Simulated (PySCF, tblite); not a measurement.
**CH8GeO2Si2: geometry, infrared bands and NMR shifts**

Wanted: the infrared bands and NMR shifts of CH8GeO2Si2 (`[SiH3][O][Ge@@H]1[CH2][SiH2][O]1`), by calculation.

The runs use tblite 0.8.0 and PySCF 2.14.0, with density-fitted response routines of our own; the level of theory stands in each step. All values are computed, except where a source is named. Atoms are numbered from 0 throughout.

## (1) Starting geometry

14 atoms, charge 0, multiplicity 1; geometry from: force field or distance geometry start.

Bonds of the start (Å): Si0–O1 1.73, O1–Ge2 1.78, Ge2–C3 1.91, C3–Si4 1.84, Si4–O5 1.74, O5–Ge2 1.81, Si0–H6 1.47, Si0–H7 1.46, Si0–H8 1.47, Ge2–H9 1.55, C3–H10 1.10, C3–H11 1.12, Si4–H12 1.47, Si4–H13 1.47.

## (2) Relaxing the molecule with GFN2-xTB

The job: settings as JSON, then the geometry in Å.

```
{"job": {"kind": "relax", "xc": "GFN2-xTB", "basis": "xTB"}, "charge": 0, "multiplicity": 1}
Si     2.589000     0.011500    -0.149300
O      1.239100    -0.765000    -0.902000
Ge    -0.134100     0.334800    -0.652600
C     -0.926000     0.152900     1.078700
Si    -2.408600    -0.599300     0.279000
O     -1.667200    -0.402100    -1.283500
H      2.315600     0.222700     1.280800
H      3.780600    -0.827200    -0.285400
H      2.843100     1.304000    -0.801500
H      0.063600     1.794100    -1.138700
H     -1.143100     1.121400     1.563100
H     -0.377700    -0.581500     1.723600
H     -2.578800    -2.018200     0.616200
H     -3.596200     0.251400     0.398200
```

On the command line:

```bash
> OMP_NUM_THREADS=1 python probes_run.py task.json out
```

This one command runs all jobs of the session in turn.

**Question.** This job is followed by: GFN2-xTB harmonic vibrations, gas phase; GIAO PBE0/pcSseg-1 NMR shielding, non-relativistic, gas phase. What will the session give for the following? strongest single infrared mode (GFN2-xTB); zero-point energy (GFN2-xTB); ¹³C shifts against TMS (PBE0/pcSseg-1); ¹H shifts against TMS (PBE0/pcSseg-1, means over atoms taken as alike); ²⁹Si shifts against TMS (PBE0/pcSseg-1); ¹⁷O shifts against H2O (PBE0/pcSseg-1); ⁷³Ge shifts against GeMe4 (PBE0/pcSseg-1).

**Answer**, as computed:

| quantity | value |
| --- | --- |
| strongest single infrared mode (GFN2-xTB) | 1842 cm⁻¹, 464 km/mol |
| zero-point energy (GFN2-xTB) | 50.4 kcal/mol |
| ¹³C shifts against TMS (PBE0/pcSseg-1) | 24.6 ppm |
| ¹H shifts against TMS (PBE0/pcSseg-1, means over atoms taken as alike) | 6.45, 5.69, 5.56, 5.32, 2.10, 2.04 ppm |
| ²⁹Si shifts against TMS (PBE0/pcSseg-1) | -5.0, -39.7 ppm |
| ¹⁷O shifts against H2O (PBE0/pcSseg-1) | 133.6, 60.6 ppm |
| ⁷³Ge shifts against GeMe4 (PBE0/pcSseg-1) | 67 ppm |

Over 132 steps the energy fell by 0.975 eV; of the close pairs, Si0–Ge2 changed most, 2.788 to 3.145 Å. No mode is imaginary among the 36: a minimum at this level. The strongest single mode, at 1842 cm⁻¹, moves mainly H9. Unscaled tight-binding wavenumbers are off by several per cent, some by more. Its intensities can rank the bands wrongly. At PBE0/pcSseg-1: The largest span, 195 ppm, is at O5, where the paramagnetic term is -200 ppm. Spin-orbit coupling is left out, which matters for shieldings and couplings at and beside the heavy atoms.
